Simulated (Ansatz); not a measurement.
# ZnSe2: the cost of one run

Computed with Ansatz 0.2.0 (DFT PBEsol, scalar-relativistic, plane waves, PAW, unless a step's input says otherwise).

2 further runs of the same task are left out: 2 set aside as unsound or not needed.

## (1) The structure to begin with

It takes space group Pa-3 (No. 205, cubic). The conventional cell has a = 6.239 Å, b = 6.239 Å, c = 6.239 Å, α = 90.00°, β = 90.00°, γ = 90.00°. Zn (site symmetry -3) has 6 Se at 2.62 Å in its first shell of neighbours. Around Se (site symmetry 3) lie 1 Se at 2.38 Å and 3 Zn at 2.62 Å.

Coordinates:

```
CELL_PARAMETERS angstrom
6.23922 0.00000 0.00000
0.00000 6.23922 0.00000
0.00000 0.00000 6.23922
ATOMIC_POSITIONS crystal
Zn 0.50000 0.50000 0.00000
Zn 0.50000 0.00000 0.50000
Zn 0.00000 0.50000 0.50000
Zn 0.00000 0.00000 0.00000
Se 0.10996 0.89004 0.39004
Se 0.89004 0.39004 0.10996
Se 0.39004 0.10996 0.89004
Se 0.60996 0.60996 0.60996
Se 0.89004 0.10996 0.60996
Se 0.10996 0.60996 0.89004
Se 0.60996 0.89004 0.10996
Se 0.39004 0.39004 0.39004
```

It goes back to an entry of the Materials Project, which need not be the stable form.

It is the result of an earlier relaxation at this level (volume 20.24 Å³/atom; gap on the mesh: 0.72 eV).

The unstrained cell comes from an earlier run at this level (12 atoms, E(σ→0) -56521.3486 eV, gap 0.68 eV over the zone).

## (2) At -1.5 %

input.yaml

```yaml
crystal:
  lattice:
    - [6.1456303717, 0.0, 0.0]
    - [0.0, 6.1456303717, 0.0]
    - [0.0, 0.0, 6.2953716193]
  atoms:
    - { symbol: Zn, position: [0.5, 0.5, 0.0] }
    - { symbol: Zn, position: [0.5, 0.0, 0.5] }
    - { symbol: Zn, position: [0.0, 0.5, 0.5] }
    - { symbol: Zn, position: [0.0, 0.0, 0.0] }
    - { symbol: Se, position: [0.1099629532, 0.8900370468, 0.3900370468] }
    - { symbol: Se, position: [0.8900370468, 0.3900370468, 0.1099629532] }
    - { symbol: Se, position: [0.3900370468, 0.1099629532, 0.8900370468] }
    - { symbol: Se, position: [0.6099629532, 0.6099629532, 0.6099629532] }
    - { symbol: Se, position: [0.8900370468, 0.1099629532, 0.6099629532] }
    - { symbol: Se, position: [0.1099629532, 0.6099629532, 0.8900370468] }
    - { symbol: Se, position: [0.6099629532, 0.8900370468, 0.1099629532] }
    - { symbol: Se, position: [0.3900370468, 0.3900370468, 0.3900370468] }
basis:
  ecutwfc: 420
kpoints:
  mp_grid: { grid: [6, 6, 6] }
hamiltonian:
  xc: pbesol
scf:
  occupations: { method: gaussian, width: 0.02 }
output:
  forces: true
  stress: true
  eigenvalues: true
relax:
  adjacent_minimum: "off"
  f_tol: 0.008
  max_steps: 40
  cell: { stress_tol: 0.015, fix: [a, b, gamma] }
```

Launch:

```
ansatz run input.yaml --threads 2 --pin off --max-ram 5120MiB --backend cpu --events-out ev --progress --plain --runs-dir out
```

What time and memory should one allow on 2 threads of Arm Neoverse V2, shared host?

About 3.6 min, with a peak of 1.3 GiB.
